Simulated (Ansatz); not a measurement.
# C4H3F3: a ladder of functionals and wavefunction methods

The task here is to estimate one member of a computed series from the others.

Method: functionals in def2-TZVPP, the program's frozen cores in correlated methods; program: Ansatz 0.2.0, Gaussian basis.

Plan: PBE-D4, r2SCAN-D4, PBE0-D4, B3LYP-D4, ωB97X-V, ωB97M-V, B2PLYP; CCSD(T)/def2-TZVPP; MP2/def2-QZVPP; extrapolation to the limit.

### Structure used throughout

All runs share one geometry, relaxed beforehand with PBE0-D4 in a triple-zeta def2 set.

SMILES `F/C=C(F)/C=C/F`, 10 atoms, charge 0, spin multiplicity 1.

Atoms are counted from 1 here; the program's logs count them from 0.

Bond lengths: F1–C2 1.332 Å, C2–C3 1.326 Å, C2–H8 1.082 Å, C3–C4 1.439 Å, C3–H9 1.084 Å, C4–F5 1.337 Å, C4–C6 1.331 Å, C6–F7 1.328 Å, C6–H10 1.081 Å. Angles: F1–C2–C3 121.1°, F1–C2–H8 113.2°, C3–C2–H8 125.7°, C2–C3–C4 122.7°, C2–C3–H9 119.6°, C4–C3–H9 117.7°, C3–C4–F5 116.3°, C3–C4–C6 124.3°, F5–C4–C6 119.5°, C4–C6–F7 121.9°, C4–C6–H10 123.2°, F7–C6–H10 114.9°.

Set-up of the first run:

Input file in.yaml:

```yaml
crystal:
  periodic: [false, false, false]
  atoms:
    - {symbol: F, position_ang: [-2.557564, 0.139175, -1.536378]}
    - {symbol: C, position_ang: [-1.243473, 0.079201, -1.327535]}
    - {symbol: C, position_ang: [-0.745921, 0.039067, -0.098618]}
    - {symbol: C, position_ang: [0.666970, -0.026186, 0.166519]}
    - {symbol: F, position_ang: [1.469012, -0.045232, -0.902858]}
    - {symbol: C, position_ang: [1.199613, -0.067157, 1.386036]}
    - {symbol: F, position_ang: [2.512588, -0.127149, 1.576733]}
    - {symbol: H, position_ang: [-0.666280, 0.068079, -2.243233]}
    - {symbol: H, position_ang: [-1.417201, 0.055368, 0.751948]}
    - {symbol: H, position_ang: [0.607557, -0.054466, 2.290683]}
basis:
  gaussian: {orbitals: def2-TZVPP}
hamiltonian: {xc: pbe, dispersion: d4}
output: {forces: true, orbitals: {seedname: orbitals}}
```

Command:

```bash
$ ansatz run in.yaml --threads 4 --pin off --events-out ev --progress --plain --max-ram 10444MiB
```

Among the steps run: PBE-D4 (GGA); r2SCAN-D4 (meta-GGA); PBE0-D4 (hybrid); B3LYP-D4 (hybrid); ωB97X-V (range-separated); ωB97M-V (range-separated); B2PLYP (double hybrid); CCSD(T) in def2-TZVPP; MP2 in def2-QZVPP.

One of the session's tables, all rows but one given; the rest of the session is left out.

It belongs to the step «Atomisation energies». 

| method | atomisation energy (eV) |
| --- | --- |
| PBE-D4 | 47.088 |
| r2SCAN-D4 | 45.263 |
| PBE0-D4 | 45.454 |
| B3LYP-D4 | 44.856 |
| ωB97X-V | 44.857 |
| ωB97M-V | 44.977 |
| B2PLYP | 44.452 |
| HF/def2-TZVPP | 31.392 |
| MP2/def2-TZVPP | 45.106 |
| CCSD/def2-TZVPP | ? |
| CCSD(T)/def2-TZVPP | 43.495 |
| MP2/CBS | 46.303 |
| CCSD(T)/CBS | 44.693 |

Q: Estimate the row for CCSD/def2-TZVPP from the others.

The run gave: atomisation energy (eV): 42.522. In the column «atomisation energy (eV)» it lies between HF/def2-TZVPP (31.392) and CCSD(T)/def2-TZVPP (43.495).
